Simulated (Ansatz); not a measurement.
# BH3NOS: the cost of one run

All numbers below are computed with Ansatz 0.2.0 (RKS B3LYP/STO-3G).

## (1) Starting point

Bond lengths: N1–B2 1.445 Å, B2–O3 1.418 Å, B2–S4 1.745 Å, N1–H5 1.007 Å, N1–H6 1.005 Å, O3–H7 0.957 Å. Angles: N1–B2–O3 112.3°, N1–B2–S4 123.6°, O3–B2–S4 124.1°, B2–N1–H5 119.9°, B2–N1–H6 119.9°, H5–N1–H6 113.0°, B2–O3–H7 108.8°.

Coordinates:

```xyz
7

N    -0.5532    0.9751    0.0680
B    -0.0354   -0.3727    0.0011
O     1.3527   -0.4305    0.2826
S    -1.0193   -1.7689   -0.3551
H     0.0801    1.7576    0.0453
H    -1.4529    1.1867   -0.3279
H     1.6280   -1.3473    0.2861
```

## (2) Relaxing end A

input.yaml reads:

```yaml
crystal:
  periodic: [false, false, false]
  atoms:
    - { symbol: "N", position_ang: [-0.55317, 0.97513, 0.06796] }
    - { symbol: B, position_ang: [-0.03543, -0.37267, 0.00108] }
    - { symbol: O, position_ang: [1.35266, -0.43052, 0.28258] }
    - { symbol: S, position_ang: [-1.01926, -1.76894, -0.35509] }
    - { symbol: H, position_ang: [0.08014, 1.75763, 0.04527] }
    - { symbol: H, position_ang: [-1.45294, 1.1867, -0.32786] }
    - { symbol: H, position_ang: [1.62802, -1.34733, 0.28605] }
total_charge: -1
basis:
  gaussian: { orbitals: STO-3G }
hamiltonian:
  xc: b3lyp
relax:
  f_tol: 0.02
  max_steps: 50
```

Started as:

```bash
$ ansatz run input.yaml --threads 1 --pin off --max-ram 2048MiB --backend cpu --events-out ev --progress --plain --runs-dir out
```

What time and memory should one allow on 1 thread of Arm Neoverse V1, shared host?

About 14 s, with a peak of 0.13 GiB.
